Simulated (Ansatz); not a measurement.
**BFGaH3O: small, medium and large basis sets**

One table from this session's results is given with a row withheld; the runs are named, their logs left out.

Computed with Ansatz 0.2.0, Gaussian basis. Level: one geometry, several basis sets.

The runs, in order: PBE0-D4/def2-SVP; ωB97M-V/def2-SVP; PBE0-D4/def2-QZVPP; ωB97M-V/def2-QZVPP; the functionals' def2-TZVPP values are taken from earlier runs.

## The geometry

All runs share one geometry, relaxed beforehand with PBE0-D4 in a triple-zeta def2 set.

7 atoms, charge 0, spin multiplicity 1.

Atoms are counted from 1 here; the program's logs count them from 0.

Bond lengths: B1–Ga2 2.071 Å, B1–H5 1.193 Å, B1–H6 1.193 Å, Ga2–O3 1.779 Å, Ga2–F4 1.768 Å, O3–H7 0.961 Å. Angles: Ga2–B1–H5 120.8°, Ga2–B1–H6 120.8°, H5–B1–H6 118.3°, B1–Ga2–O3 127.6°, B1–Ga2–F4 121.3°, O3–Ga2–F4 111.2°, Ga2–O3–H7 112.8°.

The first run:

File in.yaml:

```yaml
crystal:
  periodic: [false, false, false]
  atoms:
    - {symbol: B, position_ang: [-0.974574, 1.216300, -0.311285]}
    - {symbol: Ga, position_ang: [0.142489, -0.487050, 0.060700]}
    - {symbol: O, position_ang: [1.861611, -0.580297, 0.507892]}
    - {symbol: F, position_ang: [-0.578024, -2.097699, -0.044315]}
    - {symbol: H, position_ang: [-1.055815, 1.665467, -1.413349]}
    - {symbol: H, position_ang: [-1.561609, 1.766557, 0.569360]}
    - {symbol: H, position_ang: [2.165922, -1.483278, 0.631007]}
basis:
  gaussian: {orbitals: def2-SVP}
hamiltonian: {xc: pbe0, dispersion: d4}
output: {orbitals: {seedname: orbitals}}
```

Run with:

```bash
> ansatz run in.yaml --threads 2 --pin off --events-out ev --progress --plain --max-ram 4352MiB
```

Steps of the session up to this table: PBE0-D4 in def2-SVP; ωB97M-V in def2-SVP; PBE0-D4 in def2-QZVPP; ωB97M-V in def2-QZVPP.

One table of the session follows, with a row left open; its other results are not shown here.

It belongs to the step «Density functionals: the series». 

```
functional       basis  HOMO (eV)  LUMO (eV)
   PBE0-D4    def2-SVP      -8.69      -2.90
   PBE0-D4  def2-TZVPP      -8.78      -2.98
   PBE0-D4  def2-QZVPP      -8.83      -3.01
   ωB97M-V    def2-SVP     -10.89      -0.81
   ωB97M-V  def2-TZVPP          ?          ?
   ωB97M-V  def2-QZVPP     -11.05      -1.04
```

**Question.** Estimate the row for ωB97M-V, def2-TZVPP.

**Answer.** HOMO (eV): -11.01; LUMO (eV): -0.99. In the column «HOMO (eV)» it lies between ωB97M-V, def2-QZVPP (-11.05) and ωB97M-V, def2-SVP (-10.89).
